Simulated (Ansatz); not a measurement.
# LiBr+ (doublet): B3LYP, CAM-B3LYP over a scan of the distance Br1–Li2, cc-pVDZ

Aim: run LiBr+ (doublet) with these functionals over a scan of the distance Br1–Li2, and hold them against the top wave-function level at the same points.

The runs use Ansatz 0.2.0, Gaussian basis; cc-pVDZ, all electrons in the functionals.

To be run: B3LYP, CAM-B3LYP, at 2.045 Å; 2.257 Å; 2.512 Å; 2.737 Å; 3.009 Å; 3.463 Å; 4.070 Å; 4.597 Å; 5.634 Å; 6.806 Å; 8.570 Å.

67 further runs of the same task are left out: 52 for a known fault of the program, 10 that didn't finish, 5 set aside as unsound or not needed.

### 1 The geometry

The geometry derives from a PBE0/def2-TZVP stationary point (not a proven minimum). One bond is set to the value named and the two fragments are kept rigid. No spin-orbit coupling is included. The filled d shell of Br may be among the frozen orbitals whatever the setting's name suggests; the logs give the count.

2 atoms, charge 1, spin multiplicity 2.

Atoms are counted from 1 here; the program's logs count them from 0.

Bond lengths: Br1–Li2 2.512 Å.

As a file:

```
Br    0.0000    0.0000    0.0000
Li    0.0000    0.0000    2.5124
```

No dispersion term is added. B3LYP takes the VWN-RPA correlation.

The geometry shown and the zero of energy belong to the point 2.512 Å. The yardstick, FCI, and other wave-function levels (R restricted, U unrestricted, valence and pair active spaces) come from earlier runs.

### 2 B3LYP, 2.045 Å

in.yaml

```yaml
crystal:
  periodic: [false, false, false]
  atoms:
    - {symbol: Br, position_ang: [0.000000, 0.000000, 0.000000]}
    - {symbol: Li, position_ang: [0.000000, 0.000000, 2.045000]}
basis:
  gaussian: {orbitals: cc-pVDZ}
total_charge: 1
magnetization: {spin_polarized: true, initial_magnetization: 1}
hamiltonian: {xc: {name: B3LYP}}
```

Command:

```
$ ansatz run in.yaml --threads 1 --pin off --events-out ev --progress --plain --max-ram 2393MiB
```

After this run come: B3LYP, 2.257 Å; B3LYP, 2.512 Å; B3LYP, 2.737 Å; B3LYP, 3.009 Å; B3LYP, 3.463 Å; B3LYP, 4.070 Å; B3LYP, 4.597 Å; B3LYP, 5.634 Å; B3LYP, 6.806 Å; B3LYP, 8.570 Å; CAM-B3LYP, 2.045 Å; CAM-B3LYP, 2.257 Å; CAM-B3LYP, 2.512 Å; CAM-B3LYP, 2.737 Å; CAM-B3LYP, 3.009 Å; CAM-B3LYP, 3.463 Å; CAM-B3LYP, 4.070 Å; CAM-B3LYP, 4.597 Å; CAM-B3LYP, 5.634 Å; CAM-B3LYP, 6.806 Å; CAM-B3LYP, 8.570 Å.

Q: Predict the results of all the runs planned. Wanted: span of the FCI curve; largest miss, B3LYP; largest miss, CAM-B3LYP.

As calculated:

```
               quantity                    value
  span of the FCI curve            17.5 kcal/mol
    largest miss, B3LYP  -2.1 kcal/mol (2.045 Å)
largest miss, CAM-B3LYP  -2.8 kcal/mol (2.045 Å)
```

In words: Of the functionals, B3LYP keep the smallest largest miss at the points compared (at most 2.1 kcal/mol) and CAM-B3LYP strays most (2.8 kcal/mol, at 2.045 Å). Functionals and the yardstick converge differently with the basis, so part of each miss in cc-pVDZ is the basis.
